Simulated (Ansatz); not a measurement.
**SnH3S+: one structure at several levels**

One table from this session's results is given with a row withheld; the runs are named, their logs left out.

The runs use Ansatz 0.2.0, Gaussian basis; single points in def2-TZVPP.

Cores are frozen in the correlated methods. Filled d shells of the heavier atoms are correlated. Core potentials replace the inner electrons past krypton, and spin-orbit coupling is left out. B3LYP uses VWN-RPA correlation.

## The system as given

SMILES `[SH][SnH2+]`, 5 atoms, charge 1, spin multiplicity 1.

Atoms are counted from 1 here; the program's logs count them from 0.

Bond lengths: S1–Sn2 2.424 Å, S1–H3 1.337 Å, Sn2–H4 1.748 Å, Sn2–H5 1.766 Å. Angles: Sn2–S1–H3 93.0°, S1–Sn2–H4 128.6°, S1–Sn2–H5 123.5°, H4–Sn2–H5 107.7°.

As a file:

```xyz
5

S     0.9648   -1.4018    0.8280
Sn   -0.0096    0.4156   -0.4453
H    -0.1786   -1.6559    1.4720
H    -0.9540    0.3341   -1.9142
H     0.2396    2.1211   -0.0594
```

Set-up of the first run:

The input, run/in.yaml:

```yaml
crystal:
  periodic: [false, false, false]
  atoms:
    - {symbol: S, position_ang: [0.964800, -1.401800, 0.828000]}
    - {symbol: Sn, position_ang: [-0.009600, 0.415600, -0.445300]}
    - {symbol: H, position_ang: [-0.178600, -1.655900, 1.472000]}
    - {symbol: H, position_ang: [-0.954000, 0.334100, -1.914200]}
    - {symbol: H, position_ang: [0.239600, 2.121100, -0.059400]}
basis:
  gaussian: {orbitals: def2-TZVPP}
total_charge: 1
correlation: {method: ccsd_t}
output: {forces: true}
```

The command line of these runs was not kept.

Among the steps run: CCSD(T)/def2-TZVPP; PBE0-D4/def2-TZVPP; wB97M-V/def2-TZVPP; r2SCAN-D4/def2-TZVPP; PBE-D4/def2-TZVPP; LC-wPBE/def2-TZVPP; B3LYP-D4/def2-TZVPP.

One table of the session follows, with a row left open; its other results are not shown here.

```
   method  RMS force component (eV/Å)  angle to CCSD(T) forces (°)
  CCSD(T)                       0.459                    reference
  PBE0-D4                       0.438                          9.9
  wB97M-V                       0.486                          3.4
r2SCAN-D4                           ?                            ?
   PBE-D4                       0.393                         28.1
  LC-wPBE                       0.569                         13.7
 B3LYP-D4                       0.383                         11.7
```

Q: Estimate the row for r2SCAN-D4 from the others.

**Answer.** RMS force component (eV/Å): 0.427; angle to CCSD(T) forces (°): 10.5. In the column «RMS force component (eV/Å)» it lies between PBE-D4 (0.393) and PBE0-D4 (0.438).
